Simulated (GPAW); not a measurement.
Runs of GPAW 26.7.0 on GeW. It takes space group Fm-3m (No. 225, cubic). The conventional cell has a = 5.155 Å, b = 5.155 Å, c = 5.155 Å, α = 90.00°, β = 90.00°, γ = 90.00°. Ge (site symmetry m-3m) is surrounded by 6 W at 2.58 Å. W (site symmetry m-3m) is surrounded by 6 Ge at 2.58 Å. The cell was built by a generator and needn't be a form met in nature.

| level | U | gap on the mesh (eV) | pressure (GPa) |
| --- | --- | --- | --- |
| PBE+U | W d U = 4 eV | none | 1.7 |
| PBE+U | W d U = 6 eV | none | (a) |
| PBE | - | none | 0.3 |
| PBE+U | W d U = 5 eV | none | (b) |
| PBE+U | W d U = 1 eV | none | 0.6 |

Alike in all rows: task single point; potentials or basis GPAW PAW data sets (gpaw-data 1.2.1), pw; no spin polarisation; cell as given; k mesh 9 × 9 × 9; cutoff (eV) 600; smearing fermi-dirac 0.05 eV.

Q: Fill in the values left out.

A: (a) 7.0; (b) 2.2.

Caveats: U without spin polarisation on a metal has little footing (some runs); the U is typed as a test and isn't derived for this compound (some runs).

A k mesh can miss the band edges, and the runs leave out spin-orbit coupling on Ge, W.

A gap of «none» marks a metal or a gap under the smearing width.
